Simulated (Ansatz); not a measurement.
Crystal: HfIn4SiO6.

```
CELL_PARAMETERS angstrom
3.23023 -5.57768 -0.02470
3.23023 5.57768 -0.02470
-1.49068 0.00000 6.32030
ATOMIC_POSITIONS crystal
Hf 0.10178 0.10178 0.00912
In 0.79222 0.48204 0.00818
In 0.48204 0.79222 0.00818
In 0.54472 0.21983 0.48398
In 0.21983 0.54472 0.48398
Si 0.85433 0.85433 0.44523
O 0.83500 0.58822 0.38104
O 0.58822 0.83500 0.38104
O 0.02899 0.02899 0.29500
O 0.97920 0.97920 0.69555
O 0.42852 0.14514 0.07435
O 0.14514 0.42852 0.07435
```

The cell was built by a generator and needn't be a form met in nature.

Base run:

```yaml
Program: Ansatz 0.2.0
Functional: PBE
Potentials_or_basis: Ansatz PAW
Cutoff: 420 eV
Density_cutoff: 1680 eV
k_mesh: 5 × 5 × 4
Occupations: fermi-dirac, width 0.05 eV
Spin: no spin polarisation
Hubbard_terms: Hf d U = 8 eV
```

Its results: band gap on the k mesh 0.56 eV, indirect (least direct gap 0.81 eV); pressure 1.6 GPa; largest force 1.040 eV/Å.

Problem. The run is repeated on the same cell with these changes: hubbard terms from Hf d U = 8 eV to Hf d U = 6 eV. What comes out?

Solution. Band gap on the k mesh 0.58 eV, indirect (least direct gap 0.83 eV); pressure 1.1 GPa; largest force 0.739 eV/Å.

Caveats: odd divisions of the mesh miss points on the zone boundary, where band edges often lie, so the gap on the mesh can be too wide; spin-orbit coupling is left out, which moves the levels of the heavy elements; the density of states is complete only up to the lowest level of the last band computed; forces of over 1 eV/Å show positions far from the minimum, so gaps and moduli don't describe the material at rest (some runs).

A k mesh can miss the band edges.

Not every run made on this cell is shown here.
